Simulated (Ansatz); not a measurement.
# Te3W: the cost of one run

Program: Ansatz 0.2.0. Level of theory: DFT PBE, scalar-relativistic, plane waves, PAW. These are calculated values, not measurements.

6 further runs of the same task are left out: 1 that didn't finish, 5 set aside as unsound or not needed.

### 1 Starting point

It takes space group Pm-3m (No. 221, cubic). Conventional cell: a = 5.369 Å, b = 5.369 Å, c = 5.369 Å, α = 90.00°, β = 90.00°, γ = 90.00°. Te (site symmetry 4/mmm) is surrounded by 2 W at 2.68 Å. Around W (site symmetry m-3m) lie 6 Te at 2.68 Å.

As a file:

```
Te W
1.0
     5.36939    0.00000    0.00000
     0.00000    5.36939    0.00000
     0.00000    0.00000    5.36939
Te W
3 1
Direct
  0.00000 0.00000 0.50000
  0.00000 0.50000 0.00000
  0.50000 0.00000 0.00000
  0.00000 0.00000 0.00000
```

The cell was made up by rule, so the compound may not exist in this form.

It is the result of an earlier relaxation at this level (volume 38.70 Å³/atom; gap on the mesh: none (metal)).

It is a trial structure (swap of O by Te in WO3), so another structure or a mixture of phases may lie lower.

### 2 Electric field gradients at the nuclei

File input.yaml:

```yaml
crystal:
  lattice:
    - [5.3693888813, 0.0, 0.0]
    - [0.0, 5.3693888813, 0.0]
    - [0.0, 0.0, 5.3693888813]
  atoms:
    - { symbol: Te, position: [0.0, 0.0, 0.5] }
    - { symbol: Te, position: [0.0, 0.5, 0.0] }
    - { symbol: Te, position: [0.5, 0.0, 0.0] }
    - { symbol: W, position: [0.0, 0.0, 0.0] }
basis:
  ecutwfc: 420
kpoints:
  mp_grid: { grid: [8, 8, 8] }
hamiltonian:
  xc: pbe
scf:
  occupations: { method: fermi_dirac, width: 0.15 }
output:
  forces: true
  stress: true
  eigenvalues: true
  efg: {}
checkpoint:
  read: start.run
  write: ck
  compress: false
  write_wavefunctions: false
  write_every: 100000
```

Run with:

```console
ansatz run input.yaml --threads 2 --pin off --max-ram 7168MiB --backend cpu --events-out ev --progress --plain --runs-dir out
```

**Question.** How long does this run take on 2 threads of Intel Xeon Platinum 8488C (Sapphire Rapids), shared host, and how much memory does it need?

About 5.9 s, with a peak of 0.57 GiB.
